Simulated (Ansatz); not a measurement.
# TiCo3: how the settings move a single-point run

Question: which choices in the input matter for TiCo3?

Computed with Ansatz 0.2.0 (reference: DFT, LDA, PAW with Ansatz's default frozen-core files, scalar-relativistic, unless a step's input says otherwise).

**1. The system as given**

It takes space group Pm-3m (No. 221, cubic). Conventional cell: a = 3.571 Å, b = 3.571 Å, c = 3.571 Å, α = 90.00°, β = 90.00°, γ = 90.00°. Around Ti (site symmetry m-3m) lie 12 Co at 2.53 Å. Around Co (site symmetry 4/mmm) lie 4 Ti at 2.53 Å and 8 Co at 2.53 Å.

Structure file:

```cif
data_structure
_symmetry_space_group_name_H-M 'P 1'
_symmetry_Int_Tables_number 1
_cell_length_a 3.5710
_cell_length_b 3.5710
_cell_length_c 3.5710
_cell_angle_alpha 90.000
_cell_angle_beta 90.000
_cell_angle_gamma 90.000
_cell_volume 45.54
loop_
_atom_site_label
_atom_site_type_symbol
_atom_site_fract_x
_atom_site_fract_y
_atom_site_fract_z
_atom_site_occupancy
Ti1 Ti 0.00000 0.00000 0.00000 1
Co1 Co 0.00000 0.50000 0.50000 1
Co2 Co 0.50000 0.00000 0.50000 1
Co3 Co 0.50000 0.50000 0.00000 1
```

**2. The reference run**

Input file input.yaml:

```yaml
crystal:
  lattice:
    - [3.571, 0.0, 0.0]
    - [0.0, 3.571, 0.0]
    - [0.0, 0.0, 3.571]
  atoms:
    - { symbol: Ti, position: [0.0, 0.0, 0.0] }
    - { symbol: Co, position: [0.0, 0.5, 0.5], spin: 0.3, spin_axis: [1.0, 0.0, 0.0] }
    - { symbol: Co, position: [0.5, 0.0, 0.5], spin: 0.3, spin_axis: [1.0, 0.0, 0.0] }
    - { symbol: Co, position: [0.5, 0.5, 0.0], spin: 0.3, spin_axis: [1.0, 0.0, 0.0] }
magnetization:
  noncollinear: true
  spin_spiral: { q: [0.0, 0.0, 0.0] }
kpoints:
  mp_grid: { grid: [8, 8, 8] }
scf:
  occupations: { method: fermi_dirac, width: 0.05 }
  lower_state_search: "off"
hamiltonian:
  xc: lda
  pseudopotentials: { kind: paw }
output:
  eigenvalues: false
```

Command:

```bash
$ ansatz run input.yaml --threads 2 --pin off --max-ram 6144MiB --backend cpu --events-out ev --progress --plain --runs-dir out
```

Excerpt of the output:

```text
[...]
Basis set: ecut = 420 eV, 895 PW (Γ)
[...]
k-points: 35 of 512
[...]
SCF iter   1: F=—  HF=-17640.905527 eV  |F-HF|=—  |Δ(HF+E_count)|=         —  Δρ=8.73e-2  dr2=4.54e0  dr2_m=1.92e-2  ethr=3.10e-3  |M|=6.12e-1 ∫|m|=6.92e-1 μB  |m|>n=0.0e0 m-floor=0.0e0 τ_xc=9.2e-34  β_m=0.30  ⟨swp⟩=3.4  Hψ=7191  notcnv=0  defer=17
preconditioner: auto → Kerker (q_TF=auto, 2.880 Å⁻¹)  [metal: Δε(μ)=0.024 eV  Ē_g=9.062 eV  σ=0.050 eV  W_gap=0.12  n_scr=18 (ndim 8)  ℏωp=33.5 eV  f_vac=0.000  D(μ)=5.45/eV (n_scr^D=80)]
[...]
SCF iter   2: F=—  HF=-17640.206766 eV  |F-HF|=—  |Δ(HF+E_count)|=   6.99e-1  Δρ=6.38e-2  dr2=1.13e0  dr2_m=1.00e-2  ethr=3.10e-3  |M|=5.91e-1 ∫|m|=7.27e-1 μB  |m|>n=0.0e0 m-floor=0.0e0 τ_xc=6.8e-26  β_m=0.30  ⟨swp⟩=2.4  Hψ=3538  notcnv=0  defer=92
[...]
SCF iter  17: F=—  HF=-17639.877674 eV  |F-HF|=—  |Δ(HF+E_count)|=   6.55e-9  Δρ=2.62e-5  dr2=2.50e-7  dr2_m=3.46e-9  ethr=1.07e-10  |M|=6.41e-1 ∫|m|=8.66e-1 μB  |m|>n=0.0e0 m-floor=0.0e0 τ_xc=4.0e-24  β_m=0.88  ⟨swp⟩=2.1  Hψ=3699  notcnv=0  defer=94
SCF iter  18: F=-17639.877674 eV  HF=-17639.877674 eV  |F-HF|=2.83e-9  |Δ(HF+E_count)|=   1.05e-8  Δρ=3.65e-6  dr2=3.36e-9  dr2_m=2.21e-10  ethr=1.07e-10  |M|=6.41e-1 ∫|m|=8.66e-1 μB  |m|>n=0.0e0 m-floor=0.0e0 τ_xc=3.8e-24  ⟨swp⟩=2.1  Hψ=5003  notcnv=0
[...]
SCF converged after 18 iterations
Magnetization: |M| = 0.6413 μB,  M = (+0.6413, +0.0000, +0.0000) μB
[...]
Free energy (F): -17639.877674 eV
[...]
E sigma→0 (E₀):  -17639.854667 eV
[...]
Fermi energy:    17.905389 eV
[...]
```

Wall time 31 s (2 threads of Arm Neoverse V2, shared host); peak memory 0.54 GiB.

**3. Changing settings: mp_grid.grid [4, 4, 4]**

Edit input.yaml of step 2 so:

```diff
@@ -14,3 +14,3 @@
 kpoints:
-  mp_grid: { grid: [8, 8, 8] }
+  mp_grid: { grid: [4, 4, 4] }
 scf:
```

Command:

```bash
$ ansatz run input.yaml --threads 2 --pin off --max-ram 6144MiB --backend cpu --events-out ev --progress --plain --runs-dir out
```

Standard output:

```text
settings of this run that can trade accuracy for cost: output.eigenvalues: false. Do not mix this run's numbers with those of runs without the same settings; the input reference describes each key
Engine: ansatz 0.2.0
Pseudopotentials: kind: paw
Pseudopotential: Ti, paw, valence charge 12, recommended cutoff 420 eV (normal)
Pseudopotential: Co, paw, valence charge 17, recommended cutoff 420 eV (normal)
Functional definition: SPW92
  exchange = slater_x
  correlation = pw_c
Crystal: 4 atoms, lattice volume = 45.538 Å³
Basis set: ecut = 420 eV, 895 PW (Γ)
Bands: 76, of which v1, the nominal top of the filled ones, is band 63 counted from 1 (62 counted from 0)
Symmetry: 48 space group operations
k-points: 10 of 64
Spin spiral: q = (0, 0, 0) of the reciprocal vectors; moments are told in the frame that turns with it, a site's in that at the site
Non-local potential: Ti, projectors of the file, l = 0: 3, l = 1: 2, l = 2: 3, l = 3: 1
Non-local potential: Co, projectors of the file, l = 0: 3, l = 1: 2, l = 2: 3, l = 3: 1
PAW form: soft (Blöchl's): semilocal exchange-correlation on the pseudo side does not see the compensation charge
PAW frozen core: Ti, regenerated for the run's functional, and the local potential with it (the file was generated under x = pbe(κ = 0.804, μ = 0.2195149727645171), c = pbe(β = 0.06672455060314922))
PAW frozen core: Co, regenerated for the run's functional, and the local potential with it (the file was generated under x = pbe(κ = 0.804, μ = 0.2195149727645171), c = pbe(β = 0.06672455060314922))
PAW one-centre angular grid: Ti, 590 points (default); XC on 64 Gauss nodes
PAW one-centre angular grid: Co, 590 points (default); XC on 64 Gauss nodes
Initial density: superposition of atomic densities (chi_scale 0.1, normalization cell)
Starting moments: Σ|m| = 0.9 μB on 3 of 4 sites
Initial wavefunctions: pseudopotential atomic-orbital guess
Functional: x = slater, c = lda
SCF iter   1: F=—  HF=-17640.905257 eV  |F-HF|=—  |Δ(HF+E_count)|=         —  Δρ=8.80e-2  dr2=4.66e0  dr2_m=4.38e-2  ethr=3.10e-3  |M|=4.88e-1 ∫|m|=5.96e-1 μB  |m|>n=0.0e0 m-floor=0.0e0 τ_xc=9.2e-34  β_m=0.30  ⟨swp⟩=3.7  Hψ=2057  notcnv=0  defer=8
preconditioner: auto → Kerker (q_TF=auto, 2.880 Å⁻¹)  [metal: Δε(μ)=0.033 eV  Ē_g=9.072 eV  σ=0.050 eV  W_gap=0.16  n_scr=18 (ndim 8)  ℏωp=33.5 eV  f_vac=0.000  D(μ)=4.88/eV (n_scr^D=80)]
spin=Noncollinear: Kerker preconditioning applied to the charge; magnetization (m_x, m_y, m_z) channels mix plain (no charge-response kernel on spin).
SCF iter   2: F=—  HF=-17640.234888 eV  |F-HF|=—  |Δ(HF+E_count)|=   6.70e-1  Δρ=6.74e-2  dr2=1.14e0  dr2_m=3.51e-2  ethr=3.10e-3  |M|=4.05e-1 ∫|m|=5.92e-1 μB  |m|>n=0.0e0 m-floor=0.0e0 τ_xc=1.1e-25  β_m=0.30  ⟨swp⟩=2.4  Hψ=1065  notcnv=0  defer=22
SCF iter   3: F=—  HF=-17640.003572 eV  |F-HF|=—  |Δ(HF+E_count)|=   2.31e-1  Δρ=2.94e-2  dr2=4.58e-1  dr2_m=1.24e-2  ethr=1.81e-3  |M|=4.36e-1 ∫|m|=6.08e-1 μB  |m|>n=0.0e0 m-floor=0.0e0 τ_xc=5.5e-25  β_m=0.30  ⟨swp⟩=2.0  Hψ=1126  notcnv=0  defer=22
SCF iter   4: F=—  HF=-17639.907310 eV  |F-HF|=—  |Δ(HF+E_count)|=   9.63e-2  Δρ=1.32e-2  dr2=4.66e-2  dr2_m=5.09e-3  ethr=7.27e-4  |M|=4.39e-1 ∫|m|=6.28e-1 μB  |m|>n=0.0e0 m-floor=0.0e0 τ_xc=4.4e-25  β_m=1.00  ⟨swp⟩=2.4  Hψ=1225  notcnv=0  defer=24
SCF iter   5: F=—  HF=-17639.927433 eV  |F-HF|=—  |Δ(HF+E_count)|=   2.01e-2  Δρ=1.47e-2  dr2=1.33e-1  dr2_m=3.69e-4  ethr=7.40e-5  |M|=4.11e-1 ∫|m|=6.11e-1 μB  |m|>n=0.0e0 m-floor=0.0e0 τ_xc=5.1e-25  β_m=0.30  ⟨swp⟩=2.8  Hψ=1307  notcnv=0  defer=30
SCF iter   6: F=—  HF=-17639.908061 eV  |F-HF|=—  |Δ(HF+E_count)|=   1.94e-2  Δρ=3.93e-3  dr2=4.41e-3  dr2_m=1.56e-4  ethr=7.40e-5  |M|=4.11e-1 ∫|m|=6.15e-1 μB  |m|>n=0.0e0 m-floor=0.0e0 τ_xc=5.0e-25  β_m=1.00  ⟨swp⟩=2.6  Hψ=1238  notcnv=0  defer=30
SCF iter   7: F=—  HF=-17639.906527 eV  |F-HF|=—  |Δ(HF+E_count)|=   1.53e-3  Δρ=1.43e-3  dr2=8.61e-4  dr2_m=1.66e-4  ethr=6.99e-6  |M|=3.98e-1 ∫|m|=6.00e-1 μB  |m|>n=0.0e0 m-floor=0.0e0 τ_xc=3.5e-25  β_m=0.30  ⟨swp⟩=2.0  Hψ=1043  notcnv=0  defer=30
SCF iter   8: F=—  HF=-17639.906264 eV  |F-HF|=—  |Δ(HF+E_count)|=   2.63e-4  Δρ=1.80e-3  dr2=1.70e-4  dr2_m=3.36e-4  ethr=1.37e-6  |M|=3.90e-1 ∫|m|=5.90e-1 μB  |m|>n=0.0e0 m-floor=0.0e0 τ_xc=3.1e-25  β_m=0.30  ⟨swp⟩=2.0  Hψ=1218  notcnv=0  defer=30
Mixer restart at iter 8: flushing history
spin-set hold released at iteration 8 (site moments contracting): the magnetisation degrees of freedom join the quasi-Newton model from the next iteration; the mixer history was flushed
SCF iter   9: F=—  HF=-17639.906360 eV  |F-HF|=—  |Δ(HF+E_count)|=   9.63e-5  Δρ=2.13e-3  dr2=1.58e-5  dr2_m=4.71e-4  ethr=2.70e-7  |M|=3.82e-1 ∫|m|=5.79e-1 μB  |m|>n=0.0e0 m-floor=0.0e0 τ_xc=4.1e-25  β_m=0.65  ⟨swp⟩=2.0  Hψ=967  notcnv=0  defer=30
SCF iter  10: F=—  HF=-17639.906627 eV  |F-HF|=—  |Δ(HF+E_count)|=   2.67e-4  Δρ=2.67e-3  dr2=5.83e-4  dr2_m=7.46e-4  ethr=2.50e-8  |M|=3.62e-1 ∫|m|=5.49e-1 μB  |m|>n=0.0e0 m-floor=0.0e0 τ_xc=4.9e-25  β_m=0.45  ⟨swp⟩=2.1  Hψ=1377  notcnv=0  defer=30
SCF iter  11: F=—  HF=-17639.906754 eV  |F-HF|=—  |Δ(HF+E_count)|=   1.27e-4  Δρ=2.77e-3  dr2=4.45e-5  dr2_m=7.98e-4  ethr=2.50e-8  |M|=3.43e-1 ∫|m|=5.21e-1 μB  |m|>n=0.0e0 m-floor=0.0e0 τ_xc=6.8e-25  β_m=0.44  ⟨swp⟩=2.8  Hψ=1390  notcnv=0  defer=30
SCF iter  12: F=—  HF=-17639.906939 eV  |F-HF|=—  |Δ(HF+E_count)|=   1.86e-4  Δρ=2.38e-3  dr2=3.71e-5  dr2_m=5.90e-4  ethr=2.50e-8  |M|=3.18e-1 ∫|m|=4.83e-1 μB  |m|>n=0.0e0 m-floor=0.0e0 τ_xc=5.0e-25  β_m=0.16  ⟨swp⟩=2.0  Hψ=1363  notcnv=0  defer=30
SCF iter  13: F=—  HF=-17639.907174 eV  |F-HF|=—  |Δ(HF+E_count)|=   2.34e-4  Δρ=1.71e-3  dr2=1.77e-4  dr2_m=3.04e-4  ethr=2.50e-8  |M|=2.86e-1 ∫|m|=4.34e-1 μB  |m|>n=0.0e0 m-floor=0.0e0 τ_xc=1.5e-24  β_m=0.15  ⟨swp⟩=2.3  Hψ=1368  notcnv=0  defer=30
SCF iter  14: F=—  HF=-17639.907611 eV  |F-HF|=—  |Δ(HF+E_count)|=   4.37e-4  Δρ=1.23e-3  dr2=2.69e-5  dr2_m=1.58e-4  ethr=2.50e-8  |M|=2.14e-1 ∫|m|=3.25e-1 μB  |m|>n=0.0e0 m-floor=0.0e0 τ_xc=7.7e-25  β_m=0.43  ⟨swp⟩=2.9  Hψ=1613  notcnv=0  defer=30
SCF iter  15: F=—  HF=-17639.908196 eV  |F-HF|=—  |Δ(HF+E_count)|=   5.85e-4  Δρ=6.24e-4  dr2=7.82e-5  dr2_m=9.02e-6  ethr=2.50e-8  |M|=3.98e-2 ∫|m|=6.15e-2 μB  |m|>n=0.0e0 m-floor=0.0e0 τ_xc=7.9e-25  β_m=0.77  ⟨swp⟩=3.0  Hψ=1750  notcnv=0  defer=30
SCF iter  16: F=—  HF=-17639.908207 eV  |F-HF|=—  |Δ(HF+E_count)|=   1.11e-5  Δρ=4.83e-4  dr2=8.02e-5  dr2_m=4.37e-6  ethr=2.50e-8  |M|=9.16e-3 ∫|m|=1.47e-2 μB  |m|>n=0.0e0 m-floor=0.0e0 τ_xc=9.6e-26  β_m=0.89  ⟨swp⟩=2.1  Hψ=1402  notcnv=0  defer=30
SCF iter  17: F=—  HF=-17639.908204 eV  |F-HF|=—  |Δ(HF+E_count)|=   3.08e-6  Δρ=1.83e-4  dr2=3.66e-6  dr2_m=1.45e-6  ethr=2.50e-8  |M|=4.07e-3 ∫|m|=5.80e-3 μB  |m|>n=0.0e0 m-floor=0.0e0 τ_xc=4.1e-26  β_m=0.85  ⟨swp⟩=2.0  Hψ=1252  notcnv=0  defer=30
SCF iter  18: F=—  HF=-17639.908204 eV  |F-HF|=—  |Δ(HF+E_count)|=   3.56e-7  Δρ=1.14e-4  dr2=4.49e-6  dr2_m=1.58e-7  ethr=5.82e-9  |M|=1.69e-3 ∫|m|=2.44e-3 μB  |m|>n=0.0e0 m-floor=0.0e0 τ_xc=9.5e-27  β_m=0.93  ⟨swp⟩=2.0  Hψ=1257  notcnv=0  defer=30
SCF iter  19: F=—  HF=-17639.908204 eV  |F-HF|=—  |Δ(HF+E_count)|=   1.97e-7  Δρ=2.20e-5  dr2=1.47e-7  dr2_m=2.49e-8  ethr=5.82e-9  |M|=1.46e-3 ∫|m|=2.25e-3 μB  |m|>n=0.0e0 m-floor=0.0e0 τ_xc=9.3e-27  β_m=0.89  ⟨swp⟩=2.0  Hψ=991  notcnv=0  defer=30
SCF iter  20: F=—  HF=-17639.908204 eV  |F-HF|=—  |Δ(HF+E_count)|=   3.88e-8  Δρ=3.45e-5  dr2=3.78e-7  dr2_m=4.51e-9  ethr=1.59e-10  |M|=2.49e-4 ∫|m|=4.02e-4 μB  |m|>n=0.0e0 m-floor=0.0e0 τ_xc=1.8e-27  β_m=0.89  ⟨swp⟩=3.0  Hψ=1761  notcnv=0
iter 21 did not close the SCF: its close was put off for a magnetic moment that had not settled (scf_convergence_deferred on its scf_iter line)
SCF iter  21: F=-17639.908204 eV  HF=-17639.908204 eV  |F-HF|=1.28e-8  |Δ(HF+E_count)|=   3.14e-8  Δρ=6.32e-6  dr2=1.52e-8  dr2_m=3.59e-10  ethr=1.59e-10  |M|=1.08e-4 ∫|m|=1.60e-4 μB  |m|>n=0.0e0 m-floor=0.0e0 τ_xc=6.8e-28  β_m=0.95  ⟨swp⟩=1.0  Hψ=1795  notcnv=0
SCF iter  22: F=-17639.908204 eV  HF=-17639.908204 eV  |F-HF|=1.53e-10  |Δ(HF+E_count)|=  9.17e-10  Δρ=1.07e-6  dr2=1.61e-10  dr2_m=1.65e-11  ethr=2.42e-11  |M|=4.32e-5 ∫|m|=6.54e-5 μB  |m|>n=0.0e0 m-floor=0.0e0 τ_xc=2.5e-28  ⟨swp⟩=1.0  Hψ=1625  notcnv=0
WARN: the starting moments were not kept: the SCF closed with an absolute magnetisation of 6.5e-5 μB, where they sum to 0.9 μB in size (3 sites). That is at most 0.1 of that sum. Measured as dr2_m measures the in/out step, that magnetisation stands 2.7e-9 eV from none, at or under the dr2_threshold of 1.0e-7 eV: it is no larger than a step whose dr2_m would equal this threshold. The system may hold no moment; this SCF shows only that its start led to no more than that. To try another start: raise the starting moments (crystal.atoms[].spin, magnetization.per_species, magnetization.initial_magnetization, or on a non-collinear deck that types none of these the spinor_matrix: blocks that start its atoms; where the total moment is fixed, keep their sum and leave initial_magnetization as it is; typed ones take the place of any that the run laid by itself, positive ones on a crystal's lanthanoids without a Hubbard term where scf.initial_density.shell_occupations: [] is typed) or, if the notice of its spin-set hold's release reads "site moments contracting" or "site moments show no strong build", lengthen the hold (scf.mixing.spin_hold: { on: { confirm: 4 } }; for m-r²SCAN on two components see the key's manual first). Each may lead to a state that holds a moment. A second SCF, from the converged charge density, with the starting moments and any scf.initial_density.shell_occupations laid on it anew, would have followed, and was not run: the deck does not ask for one (magnetization.retry_lost_moments is false, the default). To let it run, set magnetization.retry_lost_moments: true and run the deck again, where that key's refused combinations let it; where memory then withholds it, that run's warning says so.
SCF 1 converged in 22 iterations: F = -17639.908204 eV  dr2 = 1.61e-10
SCF converged after 22 iterations
Magnetization: |M| = 0.0000 μB,  M = (-0.0000, +0.0000, +0.0000) μB
Absolute magnetization: 0.0001 μB (∫|m|, with the PAW one-centre terms)
  site 0: m = (+0.0000, -0.0000, +0.0000) μB, |m| = 0.0000 μB  (R = 1.04 Å)
  site 1: m = (-0.0000, +0.0000, +0.0000) μB, |m| = 0.0000 μB  (R = 1.04 Å)
  site 2: m = (-0.0000, +0.0000, +0.0000) μB, |m| = 0.0000 μB  (R = 1.04 Å)
  site 3: m = (-0.0000, +0.0000, +0.0000) μB, |m| = 0.0000 μB  (R = 1.04 Å)
Free energy (F): -17639.908204 eV
Harris-Foulkes:  -17639.908204 eV  (|F-HF|=1.53e-10)
Internal energy: -17639.870329 eV  (E = F + TS)
E sigma→0 (E₀):  -17639.889266 eV
Entropy (-TS):   -0.037875 eV (-9.469 meV/atom)
Fermi energy:    17.883044 eV
--- Per-component energies (eV) ---
  E_band       = -841.941828
  E_kinetic    = 1645.294911
  E_local      = -9478.144586  (includes V_loc(G=0)·N_el)
  E_nonlocal   = 1384.587091
  E_hartree    = 3992.779393
  E_xc         = -573.085299
  E_vxc        = -740.169316  (∫ρ·V_xc dr)
  E_paw        = -5355.321131  (= ΣΔE_a)
  E_vpaw       = -1639.067812  (= ΣTr[D̂ρ^β])
  E_aug_tail   = 0.000189  (compensation charges beyond the density's cutoff)
  E_ewald      = -9257.561599
  E_core_change = 1.580702  (= ΣΔE_core)
  E_smearing   = -0.037875  (= −TS)
  E_closure    = 0.000000  (closes the sum)
  Σ components = -17639.908204   (vs F -17639.908204, Δ=0.00e0)
settings of this run that can trade accuracy for cost: output.eigenvalues: false. Do not mix this run's numbers with those of runs without the same settings; the input reference describes each key
```

It took 11 s on 2 threads of Arm Neoverse V2, shared host; peak memory 0.43 GiB.

Changing the k-point mesh moves the energy by -7.6 meV/atom, and the absolute moment goes from 0.87 to 0.00 μB. Sampling errors of the energy have no fixed sign. The moments differ too, so a change of magnetic state is mixed in. Cost: 22 SCF cycles against 18, 11 s against 31 s. The variant is not converged in its settings.

**4. All runs together**

| run | ending | energy change | abs. moment (μB) | cycles | time |
| --- | --- | --- | --- | --- | --- |
| reference | converged | 0 | 0.87 | 18 | 31 s |
| 1: mp_grid.grid [4, 4, 4] | converged | -7.6 meV/atom | 0.00 | 22 | 11 s |

Residual by cycle in the longest SCF loop of each run; runs are numbered as in the table. The quantity is the density residual dr2, in eV.

| cycle | reference | run 1 |
| --- | --- | --- |
| 1 | 4.54 | 4.66 |
| 3 | 0.439 | 0.458 |
| 5 | 0.422 | 0.133 |
| 7 | 1.0e-3 | 8.6e-4 |
| 9 | 1.8e-5 | 1.6e-5 |
| 11 | 5.1e-6 | 4.4e-5 |
| 12 | 2.9e-6 | 3.7e-5 |
| 14 | 1.0e-6 | 2.7e-5 |
| 16 | 8.4e-7 | 8.0e-5 |
| 18 | 3.4e-9 | 4.5e-6 |
| 20 | - | 3.8e-7 |
| 22 | - | 1.6e-10 |

**Reading.** Changing the k-point mesh moves the energy by -7.6 meV/atom, and the absolute moment goes from 0.87 to 0.00 μB. Sampling errors of the energy have no fixed sign. The moments differ too, so a change of magnetic state is mixed in. Cost: 22 SCF cycles against 18, 11 s against 31 s.
